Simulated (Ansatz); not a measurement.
# MgC3N3: the cost of one run

Method: DFT PBE, scalar-relativistic, plane waves, PAW, in Ansatz 0.2.0.

### 1 The system as given

It takes space group Fm-3m (No. 225, cubic). Conventional cell: a = 10.450 Å, b = 10.450 Å, c = 10.450 Å, α = 90.00°, β = 90.00°, γ = 90.00°. Mg (site symmetry m-3m) is surrounded by 6 C at 1.98 Å. Mg (site symmetry m-3m) is surrounded by 6 N at 2.07 Å. C (site symmetry 4mm) has 1 N at 1.17 Å and 1 Mg at 1.98 Å in its first shell of neighbours. N (site symmetry 4mm) is surrounded by 1 C at 1.17 Å.

Structure file:

```
Mg C N
1.0
     0.00000    5.22500    5.22500
     5.22500    0.00000    5.22500
     5.22500    5.22500    0.00000
Mg C N
2 6 6
Cartesian
  0.0000 0.0000 0.0000
  5.2250 5.2250 5.2250
  1.9800 5.2250 5.2250
  5.2250 1.9800 5.2250
  5.2250 5.2250 1.9800
  8.4700 5.2250 5.2250
  5.2250 8.4700 5.2250
  5.2250 5.2250 8.4700
  3.1500 5.2250 5.2250
  5.2250 3.1500 5.2250
  5.2250 5.2250 3.1500
  7.3000 5.2250 5.2250
  5.2250 7.3000 5.2250
  5.2250 5.2250 7.3000
```

Recipe of the guess: cyanide-bridged rock-salt net of two metals, 0 guest cations a cell (Fm-3m, No. 225). Lengths come from tabulated atomic sizes and are only a guess.

### 2 The guess as it stands, on a coarse mesh

Input file input.yaml:

```yaml
crystal:
  lattice:
    - [0.0, 5.225, 5.225]
    - [5.225, 0.0, 5.225]
    - [5.225, 5.225, 0.0]
  atoms:
    - { symbol: Mg, position: [0.0, 0.0, 0.0] }
    - { symbol: Mg, position: [0.5, 0.5, 0.5] }
    - { symbol: C, position: [0.81052632, 0.18947368, 0.18947368] }
    - { symbol: C, position: [0.18947368, 0.81052632, 0.18947368] }
    - { symbol: C, position: [0.18947368, 0.18947368, 0.81052632] }
    - { symbol: C, position: [0.18947368, 0.81052632, 0.81052632] }
    - { symbol: C, position: [0.81052632, 0.18947368, 0.81052632] }
    - { symbol: C, position: [0.81052632, 0.81052632, 0.18947368] }
    - { symbol: "N", position: [0.69856459, 0.30143541, 0.30143541] }
    - { symbol: "N", position: [0.30143541, 0.69856459, 0.30143541] }
    - { symbol: "N", position: [0.30143541, 0.30143541, 0.69856459] }
    - { symbol: "N", position: [0.30143541, 0.69856459, 0.69856459] }
    - { symbol: "N", position: [0.69856459, 0.30143541, 0.69856459] }
    - { symbol: "N", position: [0.69856459, 0.69856459, 0.30143541] }
basis:
  ecutwfc: 420
kpoints:
  mp_grid: { grid: [4, 4, 4] }
hamiltonian:
  xc: pbe
scf:
  occupations: { method: gaussian, width: 0.1 }
  lower_state_search: "off"
output:
  forces: true
  stress: true
  eigenvalues: true
```

Started as:

```bash
> ansatz run input.yaml --threads 1 --pin off --max-ram 2560MiB --backend cpu --events-out ev --progress --plain --runs-dir out
```

Q: Estimate wall time and peak memory on 1 thread of Intel Xeon 6975P-C (Granite Rapids), shared host.

About 4.1 s, with a peak of 0.55 GiB.
